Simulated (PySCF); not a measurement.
# [Hf(NH3)6]4+: how settings move a single point

Which settings matter for [Hf(NH3)6]4+? Each run alters one on purpose. It is a constructed species; whether it can be made isn't addressed.

Method: PBE, Hf def2-SVP with ECP60, N def2-SVP, H def2-SVP; scalar-relativistic core potentials, no spin–orbit coupling; program: PySCF 2.14.0.

3 further runs of the same task are left out: 2 for a known fault of the program, 1 that didn't finish.

## 1. The starting structure

25 atoms, charge 4, spin multiplicity 1.

Bond lengths: Hf1–N2 2.336 Å, Hf1–N6 2.336 Å, Hf1–N10 2.336 Å, Hf1–N14 2.336 Å, Hf1–N18 2.336 Å, Hf1–N22 2.336 Å, N2–H3 1.045 Å, N2–H4 1.047 Å, N2–H5 1.047 Å, N6–H7 1.045 Å, N6–H8 1.047 Å, N6–H9 1.047 Å, N10–H11 1.045 Å, N10–H12 1.047 Å, N10–H13 1.047 Å, N14–H15 1.047 Å, N14–H16 1.045 Å, N14–H17 1.047 Å and more. Angles: N2–Hf1–N6 84.9°, N2–Hf1–N10 84.9°, N2–Hf1–N14 77.5°, N2–Hf1–N18 134.1°, N2–Hf1–N22 134.1°, N6–Hf1–N10 84.9°, N6–Hf1–N14 134.1°, N6–Hf1–N18 77.5°, N6–Hf1–N22 134.1°, N10–Hf1–N14 134.1°, N10–Hf1–N18 134.1°, N10–Hf1–N22 77.5°, N14–Hf1–N18 84.9°, N14–Hf1–N22 84.9°, N18–Hf1–N22 84.9°, Hf1–N2–H3 116.4°, Hf1–N2–H4 116.1°, Hf1–N2–H5 116.0° and more.

Coordinates:

```xyz
25
H18HfN6
Hf    0.0000    0.0000    0.0000
N     1.8191    0.0834    1.4628
H     1.5948    0.0724    2.4832
H     2.5077   -0.7009    1.3856
H     2.4312    0.9290    1.3868
N    -0.9818    1.5337    1.4628
H    -0.8601    1.3450    2.4832
H    -0.6468    2.5222    1.3856
H    -2.0202    1.6410    1.3868
N    -0.8373   -1.6171    1.4628
H    -0.7347   -1.4174    2.4832
H    -1.8609   -1.8213    1.3856
H    -0.4110   -2.5700    1.3868
N     1.8191    0.0834   -1.4628
H     2.5077   -0.7009   -1.3856
H     1.5948    0.0724   -2.4832
H     2.4312    0.9290   -1.3868
N    -0.9818    1.5337   -1.4628
H    -0.6468    2.5222   -1.3856
H    -0.8601    1.3450   -2.4832
H    -2.0202    1.6410   -1.3868
N    -0.8373   -1.6171   -1.4628
H    -1.8609   -1.8213   -1.3856
H    -0.7347   -1.4174   -2.4832
H    -0.4110   -2.5700   -1.3868
```

Formal oxidation states: Hf +4. An earlier session relaxed this geometry at PBE, Hf def2-SVP with ECP60, N def2-SVP, H def2-SVP (singlet, point group D3h).

The sound run used a (50, 194) grid (finer on f atoms), a threshold of 1e-8 and at most 55 cycles, and ended at -385.211654 Eh.

## 2. Altered run 1

run.py (the lines that set the calculation)

```python
mol = gto.M(atom='''
Hf     0.00000     0.00000     0.00000
N      1.70998     0.07842     1.37502
H      1.49914     0.06806     2.33423
H      2.35727    -0.65889     1.30243
H      2.28534     0.87330     1.30356
N     -0.92291     1.44168     1.37502
H     -0.80852     1.26427     2.33423
H     -0.60802     2.37090     1.30243
H     -1.89897     1.54251     1.30356
N     -0.78708    -1.52010     1.37502
H     -0.69063    -1.33233     2.33423
H     -1.74925    -1.71201     1.30243
H     -0.38637    -2.41581     1.30356
N      1.70998     0.07842    -1.37502
H      2.35727    -0.65889    -1.30243
H      1.49914     0.06806    -2.33423
H      2.28534     0.87330    -1.30356
N     -0.92291     1.44168    -1.37502
H     -0.60802     2.37090    -1.30243
H     -0.80852     1.26427    -2.33423
H     -1.89897     1.54251    -1.30356
N     -0.78708    -1.52010    -1.37502
H     -1.74925    -1.71201    -1.30243
H     -0.69063    -1.33233    -2.33423
H     -0.38637    -2.41581    -1.30356''',
    basis={'Hf': 'def2-SVP', 'N': 'def2-SVP', 'H': 'def2-SVP'},
    ecp={'Hf': 'def2-SVP'},
    charge=4, spin=0)
mf = dft.RKS(mol, xc='PBE')
mf.grids.atom_grid = (50, 194)
mf = mf.density_fit()  # fitting sets: Hf def2-universal-JKFIT, N def2-universal-JKFIT, H def2-universal-JKFIT
mf.conv_tol = 1e-08; mf.max_cycle = 55
mf.kernel(dm0)  # dm0: free metal ions and neutral atoms
```

Launch:

```console
OMP_NUM_THREADS=4 python run.py
```

The program printed:

```text
init E= -378.074370175104
  HOMO = -1.3291941196988  LUMO = -1.10021566843557  gap/eV = 6.23082
cycle= 1 E= -383.555216071752  delta_E= -5.48  |g|= 2.76  |ddm|= 4.82
  HOMO = -0.642032012324078  LUMO = -0.527764412494388  gap/eV = 3.10938
cycle= 2 E= -381.71500699423  delta_E= 1.84  |g|= 3.83  |ddm|=  5.2
  HOMO = -0.989362924043565  LUMO = -0.74254615463038  gap/eV = 6.71623
cycle= 3 E= -385.106774952234  delta_E= -3.39  |g|= 0.292  |ddm|= 3.52
  HOMO = -0.982380597908705  LUMO = -0.786001010110352  gap/eV = 5.34376
cycle= 4 E= -385.114350838607  delta_E= -0.00758  |g|= 0.218  |ddm|= 0.509
  HOMO = -0.96954762435977  LUMO = -0.748289958551469  gap/eV = 6.02073
cycle= 5 E= -385.128066123183  delta_E= -0.0137  |g|= 0.0136  |ddm|= 0.282
  HOMO = -0.970244501936516  LUMO = -0.751146187714495  gap/eV = 5.96197
cycle= 6 E= -385.128125706876  delta_E= -5.96e-05  |g|= 0.0024  |ddm|= 0.0215
  HOMO = -0.970293052801175  LUMO = -0.750966673335233  gap/eV = 5.96817
cycle= 7 E= -385.128127179521  delta_E= -1.47e-06  |g|= 0.000335  |ddm|= 0.00325
  HOMO = -0.970281174698565  LUMO = -0.750930656044083  gap/eV = 5.96883
cycle= 8 E= -385.128127207476  delta_E= -2.8e-08  |g|= 9.66e-05  |ddm|= 0.000428
  HOMO = -0.970280898509312  LUMO = -0.750931550481747  gap/eV = 5.96880
cycle= 9 E= -385.128127209632  delta_E= -2.16e-09  |g|= 2.02e-05  |ddm|= 9.83e-05
  HOMO = -0.970281295390544  LUMO = -0.750933696524873  gap/eV = 5.96875
Extra cycle  E= -385.128127209439  delta_E= 1.93e-10  |g|= 3.6e-05  |ddm|= 4.3e-05
converged SCF energy = -385.128127209439
```

Wall time 29 s (4 threads of Intel Xeon Platinum 8259CL at 2.50GHz (Skylake/Cascade Lake), shared host).

Changed: the scale of all coordinates (0.94). It converges in 9 cycles, +2.273 eV from the sound run, with a largest force component of 2.94 eV/Å. The setting is unsound, so these numbers aren't the compound's.

## 3. Altered run 2

run.py (the lines that set the calculation)

```python
mol = gto.M(atom='''
Hf     0.00000     0.00000     0.00000
N      1.81913     0.08343     1.46279
H      1.59483     0.07241     2.48323
H      2.50774    -0.70095     1.38556
H      2.43121     0.92904     1.38676
N     -0.98182     1.53370     1.46279
H     -0.86012     1.34496     2.48323
H     -0.64683     2.52224     1.38556
H     -2.02018     1.64097     1.38676
N     -0.83732    -1.61713     1.46279
H     -0.73471    -1.41737     2.48323
H     -1.86091    -1.82129     1.38556
H     -0.41103    -2.57001     1.38676
N      1.81913     0.08343    -1.46279
H      2.50774    -0.70095    -1.38556
H      1.59483     0.07241    -2.48323
H      2.43121     0.92904    -1.38676
N     -0.98182     1.53370    -1.46279
H     -0.64683     2.52224    -1.38556
H     -0.86012     1.34496    -2.48323
H     -2.02018     1.64097    -1.38676
N     -0.83732    -1.61713    -1.46279
H     -1.86091    -1.82129    -1.38556
H     -0.73471    -1.41737    -2.48323
H     -0.41103    -2.57001    -1.38676''',
    basis={'Hf': 'def2-SVP', 'N': 'def2-SVP', 'H': 'def2-SVP'},
    ecp={'Hf': 'def2-SVP'},
    charge=4, spin=0)
mf = dft.RKS(mol, xc='PBE')
mf.grids.atom_grid = (50, 194)
mf = mf.density_fit()  # fitting sets: Hf def2-universal-JKFIT, N def2-universal-JKFIT, H def2-universal-JKFIT
mf.conv_tol = 1e-08; mf.max_cycle = 80
mf.kernel(dm0)  # dm0: core Hamiltonian
```

Launch:

```console
OMP_NUM_THREADS=4 python run.py
```

The program printed:

```text
init E= -327.741568789324
  HOMO = -0.133344886570944  LUMO = -0.114963881374745  gap/eV = 0.50017
cycle= 1 E= -296.991864963735  delta_E= 30.7  |g|= 10.2  |ddm|= 86.1
cycle= 2 E= -266.329718636058  delta_E= 30.7  |g|= 12.6  |ddm|= 88.7
  HOMO = -2.2618353555525  LUMO = -1.41161511448641  gap/eV = 23.13567
cycle= 3 E= -367.060146085602  delta_E= -101  |g|= 8.51  |ddm|= 40.4
  HOMO = -1.43304926021354  LUMO = -1.41946885163687  gap/eV = 0.36954
cycle= 4 E= -369.814051557988  delta_E= -2.75  |g|= 6.35  |ddm|= 11.1
  HOMO = -1.25890582919147  LUMO = -1.15813649013082  gap/eV = 2.74207
cycle= 5 E= -384.354183434491  delta_E= -14.5  |g|= 1.72  |ddm|= 7.46
  HOMO = -0.968214681875939  LUMO = -0.932275160634791  gap/eV = 0.97796
cycle= 6 E= -383.201725864851  delta_E= 1.15  |g|= 2.79  |ddm|=  2.7
  HOMO = -1.00392598521877  LUMO = -0.853478015789898  gap/eV = 4.09390
cycle= 7 E= -385.149727285497  delta_E= -1.95  |g|= 0.447  |ddm|= 2.05
  HOMO = -0.939079340918369  LUMO = -0.745669077139279  gap/eV = 5.26296
cycle= 8 E= -385.204627726011  delta_E= -0.0549  |g|= 0.173  |ddm|= 0.662
  HOMO = -0.941854957970548  LUMO = -0.750318203110645  gap/eV = 5.21198
cycle= 9 E= -385.208306694911  delta_E= -0.00368  |g|= 0.123  |ddm|= 0.227
  HOMO = -0.943311025413539  LUMO = -0.750195266714849  gap/eV = 5.25495
cycle= 10 E= -385.211534179965  delta_E= -0.00323  |g|= 0.0217  |ddm|= 0.0963
  HOMO = -0.942794191105653  LUMO = -0.748281285130327  gap/eV = 5.29297
cycle= 11 E= -385.211650868673  delta_E= -0.000117  |g|= 0.00372  |ddm|= 0.0246
  HOMO = -0.94284095369621  LUMO = -0.748490954941015  gap/eV = 5.28853
cycle= 12 E= -385.211654254608  delta_E= -3.39e-06  |g|= 0.000805  |ddm|= 0.00372
  HOMO = -0.94282926763414  LUMO = -0.7485414458931  gap/eV = 5.28684
cycle= 13 E= -385.211654434145  delta_E= -1.8e-07  |g|= 0.00012  |ddm|= 0.000821
  HOMO = -0.942833625730925  LUMO = -0.748552119300026  gap/eV = 5.28667
cycle= 14 E= -385.211654437403  delta_E= -3.26e-09  |g|= 3.9e-05  |ddm|= 0.000147
  HOMO = -0.942836510585332  LUMO = -0.748552957258489  gap/eV = 5.28672
Extra cycle  E= -385.211654437267  delta_E= 1.37e-10  |g|= 4.95e-05  |ddm|= 7.29e-05
converged SCF energy = -385.211654437267
```

Run time: 38 s. Hardware: 4 threads of Intel Xeon Platinum 8259CL at 2.50GHz (Skylake/Cascade Lake), shared host.

Changed: the starting guess (bare core Hamiltonian); the cycle limit is 80. It converges in 14 cycles, at the sound run's energy within 0.001 eV, with a largest force component of 0.00 eV/Å. The result survives the change.

## 4. Altered run 3

Edit run.py (the lines that set the calculation) of step 3 so:

```diff
@@ -32,3 +32,3 @@
 mf = mf.density_fit()  # fitting sets: Hf def2-universal-JKFIT, N def2-universal-JKFIT, H def2-universal-JKFIT
-mf.conv_tol = 1e-08; mf.max_cycle = 80
-mf.kernel(dm0)  # dm0: core Hamiltonian
+mf.conv_tol = 1e-08; mf.max_cycle = 55
+mf.kernel(dm0)  # dm0: smeared density
```

Launch:

```console
OMP_NUM_THREADS=4 python run.py
```

The program printed:

```text
init E= -385.16869568469
  HOMO = -0.942528538193319  LUMO = -0.741805582494599  gap/eV = 5.46195
cycle= 1 E= -385.210595736614  delta_E= -0.0419  |g|= 0.0573  |ddm|= 0.123
  HOMO = -0.94311099670375  LUMO = -0.762012043105177  gap/eV = 4.92795
cycle= 2 E= -385.207307061367  delta_E= 0.00329  |g|= 0.121  |ddm|= 0.206
  HOMO = -0.943449225080597  LUMO = -0.749635966305874  gap/eV = 5.27393
cycle= 3 E= -385.211641269925  delta_E= -0.00433  |g|= 0.00712  |ddm|= 0.13
  HOMO = -0.942696396520443  LUMO = -0.748429376791927  gap/eV = 5.28627
cycle= 4 E= -385.211653998864  delta_E= -1.27e-05  |g|= 0.0014  |ddm|= 0.00854
  HOMO = -0.942832687141284  LUMO = -0.748554637573019  gap/eV = 5.28658
cycle= 5 E= -385.211654435161  delta_E= -4.36e-07  |g|= 0.00011  |ddm|= 0.0013
  HOMO = -0.942834841604462  LUMO = -0.748554143710525  gap/eV = 5.28665
cycle= 6 E= -385.211654437752  delta_E= -2.59e-09  |g|= 1.24e-05  |ddm|= 9.48e-05
  HOMO = -0.942833900255383  LUMO = -0.748550452125215  gap/eV = 5.28672
Extra cycle  E= -385.211654437648  delta_E= 1.03e-10  |g|= 2.39e-05  |ddm|= 3.6e-05
converged SCF energy = -385.211654437648
```

Wall time 24 s (4 threads of Intel Xeon Platinum 8259CL at 2.50GHz (Skylake/Cascade Lake), shared host).

Changed: the starting guess (smeared density). It converges in 6 cycles, at the sound run's energy within 0.001 eV, with a largest force component of 0.00 eV/Å. The result survives the change.

## 5. Altered run 4

Edit run.py (the lines that set the calculation) of step 4 so:

```diff
@@ -32,3 +32,3 @@
 mf = mf.density_fit()  # fitting sets: Hf def2-universal-JKFIT, N def2-universal-JKFIT, H def2-universal-JKFIT
-mf.conv_tol = 1e-08; mf.max_cycle = 55
-mf.kernel(dm0)  # dm0: smeared density
+mf.conv_tol = 1e-05; mf.max_cycle = 55
+mf.kernel(dm0)  # dm0: free metal ions and neutral atoms
```

Launch:

```console
OMP_NUM_THREADS=4 python run.py
```

The program printed:

```text
init E= -377.600201598599
  HOMO = -1.26522346995515  LUMO = -1.07044258039807  gap/eV = 5.30026
cycle= 1 E= -383.676906240877  delta_E= -6.08  |g|= 2.67  |ddm|= 4.55
  HOMO = -0.623488171306397  LUMO = -0.519997236098455  gap/eV = 2.81613
cycle= 2 E= -381.287065400601  delta_E= 2.39  |g|= 3.97  |ddm|= 5.35
  HOMO = -0.959514143468628  LUMO = -0.720455877714254  gap/eV = 6.50511
cycle= 3 E= -385.163135775628  delta_E= -3.88  |g|= 0.418  |ddm|= 3.77
  HOMO = -0.960022718785373  LUMO = -0.797291575718779  gap/eV = 4.42814
cycle= 4 E= -385.182895130662  delta_E= -0.0198  |g|= 0.297  |ddm|= 0.771
  HOMO = -0.942503107486566  LUMO = -0.745625460472642  gap/eV = 5.35731
cycle= 5 E= -385.211518709163  delta_E= -0.0286  |g|= 0.0201  |ddm|= 0.403
  HOMO = -0.942828143627768  LUMO = -0.749023400376384  gap/eV = 5.27370
cycle= 6 E= -385.211650051528  delta_E= -0.000131  |g|= 0.00377  |ddm|= 0.0316
  HOMO = -0.942854251378304  LUMO = -0.748609950265834  gap/eV = 5.28566
cycle= 7 E= -385.211654377208  delta_E= -4.33e-06  |g|= 0.000435  |ddm|= 0.00516
  HOMO = -0.942812074561646  LUMO = -0.748460278707444  gap/eV = 5.28858
Extra cycle  E= -385.211654313526  delta_E= 6.37e-08  |g|= 0.000625  |ddm|= 0.00126
converged SCF energy = -385.211654313526
```

Wall time 25 s (4 threads of Intel Xeon Platinum 8259CL at 2.50GHz (Skylake/Cascade Lake), shared host).

Changed: the SCF threshold (1e-05). It converges in 7 cycles, at the sound run's energy within 0.001 eV, with a largest force component of 0.00 eV/Å. The result survives the change.

## 6. Results

| run | changed | ending | energy change (eV) | cycles | time | usable |
| --- | --- | --- | --- | --- | --- | --- |
| 1 | the scale of all coordinates | converged | +2.273 | 9 | 29 s | no |
| 2 | the starting guess | converged | 0.000 | 14 | 38 s | yes |
| 3 | the starting guess | converged | 0.000 | 6 | 24 s | yes |
| 4 | the SCF threshold | converged | 0.000 | 7 | 25 s | yes |

3 of 4 altered runs give a usable result. 1 ended normally with numbers unfit to quote.
